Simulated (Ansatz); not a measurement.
**CdTe: a single-point run**

Wanted: a converged single-point run for CdTe, and a check of what comes out. The structure is shown as the input types it.

Method: density functional or hybrid calculation with the settings of its input, plane waves (as first typed), in Ansatz 0.2.0.

3 further runs of the same task are left out: 3 that didn't finish.

## Step 1: Starting point

The structure is cubic, space group F-43m (No. 216). Conventional cell: a = 6.560 Å, b = 6.560 Å, c = 6.560 Å, α = 90.00°, β = 90.00°, γ = 90.00°. Cd (site symmetry -43m) is surrounded by 4 Te at 2.84 Å. Te (site symmetry -43m) is surrounded by 4 Cd at 2.84 Å.

Coordinates:

```
Cd Te
1.0
     0.00000    3.27996    3.27996
     3.27996    0.00000    3.27996
     3.27996    3.27996    0.00000
Cd Te
1 1
Direct
  0.00000 0.00000 0.00000
  0.25000 0.25000 0.25000
```

## Step 2: The calculation

The input, input.yaml:

```yaml
crystal:
  lattice:
    - [0.0, 3.2799551172, 3.2799551172]
    - [3.2799551172, 0.0, 3.2799551172]
    - [3.2799551172, 3.2799551172, 0.0]
  atoms:
    - { symbol: Cd, position: [0.0, 0.0, 0.0] }
    - { symbol: Te, position: [0.25, 0.25, 0.25] }
kpoints:
  mp_grid: { grid: [4, 4, 4] }
hamiltonian:
  xc: r2scan
scf:
  occupations: { method: fixed }
  n_extra_bands: 4
  max_iter: 73
output:
  forces: true
  stress: true
  eigenvalues: true
basis:
  ecutwfc: 0
```

Started as:

```
> ansatz run input.yaml --threads 4 --pin off --max-ram 3686MiB --backend cpu --events-out ev --progress --plain --runs-dir out
```

What happens when this is run?

The run ended at the input check. It says: «invalid value for `basis.ecutwfc`: must be finite and > 0; got 0 eV»

The suspect setting: basis.ecutwfc is 0. The program checks this value's range before starting, and it fails the check.

Fix: delete basis.ecutwfc (the default then holds).
